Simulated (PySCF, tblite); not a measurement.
# C₃H₁₃B₂NSi: geometry, infrared bands and NMR shifts

What infrared bands and NMR shifts should C₃H₁₃B₂NSi (`BCN([SiH3])B(C)C`) show?

Programs: tblite 0.8.0 and PySCF 2.14.0, with density-fitted response routines of our own. Each step states its level of theory. These are calculated values for one molecule in the gas phase, unless marked as measured. Atoms are numbered from 0 throughout.

### 1 The molecule as given

20 atoms, charge 0, multiplicity 1; geometry from: force field or distance geometry start.

Bonds of the start (Å): B0–C1 1.58, C1–N2 1.47, N2–Si3 1.80, N2–B4 1.51, B4–C5 1.61, B4–C6 1.59, B0–H7 1.21, B0–H8 1.20, C1–H9 1.09, C1–H10 1.11, Si3–H11 1.46, Si3–H12 1.49, Si3–H13 1.46, C5–H14 1.11, C5–H15 1.12, C5–H16 1.10, C6–H17 1.12, C6–H18 1.10, C6–H19 1.14.

### 2 Optimising the geometry with GFN2-xTB

What the job is given:

```
{"job": {"kind": "relax", "xc": "GFN2-xTB", "basis": "xTB"}, "charge": 0, "multiplicity": 1}
B     -0.900800     2.458200     0.109500
C     -1.442700     0.974100     0.040900
N     -0.521700     0.013500     0.663500
Si    -1.348300    -1.577900     0.458100
B      0.785700    -0.106300    -0.085700
C      1.075400    -1.296300    -1.129000
C      2.123900     0.508500     0.508900
H     -1.645200     3.287900    -0.349500
H     -0.208300     2.807100     1.022700
H     -1.723100     0.629400    -0.959300
H     -2.369100     0.935900     0.658600
H     -0.460000    -2.679600     0.823600
H     -2.463900    -1.580900     1.445100
H     -1.830400    -1.626400    -0.917700
H      1.193800    -0.869200    -2.148500
H      2.050400    -1.785200    -0.861200
H      0.268200    -2.043600    -1.117100
H      2.612200     1.107800    -0.297200
H      1.937900     1.170700     1.369600
H      2.860900    -0.317000     0.761700
```

Launch:

```
> OMP_NUM_THREADS=1 python probes_run.py task.json out
```

One launch serves the whole session: the jobs run in the order shown.

**Question.** This job is followed by: GFN2-xTB harmonic vibrations, gas phase; GIAO PBE0/pcSseg-1 NMR shielding, non-relativistic, gas phase. Predict these results of the whole session: strongest single infrared mode (GFN2-xTB); zero-point energy (GFN2-xTB); ¹³C shifts against TMS (PBE0/pcSseg-1, means over atoms taken as alike); ¹H shifts against TMS (PBE0/pcSseg-1, means over atoms taken as alike); ¹¹B shifts against BF3·OEt2 (PBE0/pcSseg-1); ¹⁵N shifts against NH3 (PBE0/pcSseg-1); ²⁹Si shifts against TMS (PBE0/pcSseg-1).

The runs gave:

| quantity | value |
| --- | --- |
| strongest single infrared mode (GFN2-xTB) | 2198 cm⁻¹, 408 km/mol |
| zero-point energy (GFN2-xTB) | 97.7 kcal/mol |
| ¹³C shifts against TMS (PBE0/pcSseg-1, means over atoms taken as alike) | 48.5, 16.1 ppm |
| ¹H shifts against TMS (PBE0/pcSseg-1, means over atoms taken as alike) | 6.24, 4.76, 2.99, -0.15 ppm |
| ¹¹B shifts against BF3·OEt2 (PBE0/pcSseg-1) | 54.4, 46.8 ppm |
| ¹⁵N shifts against NH3 (PBE0/pcSseg-1) | 123.6 ppm |
| ²⁹Si shifts against TMS (PBE0/pcSseg-1) | -56.3 ppm |

In words: Over 223 steps the energy fell by 1.983 eV; of the close pairs, N2–B4 changed most, 1.512 to 1.399 Å. No mode is imaginary among the 54: a minimum at this level. The strongest single mode, at 2198 cm⁻¹, moves mainly H13. Unscaled tight-binding wavenumbers are off by several per cent, some by more. Its intensities can rank the bands wrongly. The most deshielded carbon is C1 (sp3 CH2 bonded to B and N), at 48.5 ppm: deshielded by the electronegative neighbour. At PBE0/pcSseg-1: The widest tensor belongs to N2: span 175 ppm, with a paramagnetic part of -183 ppm.
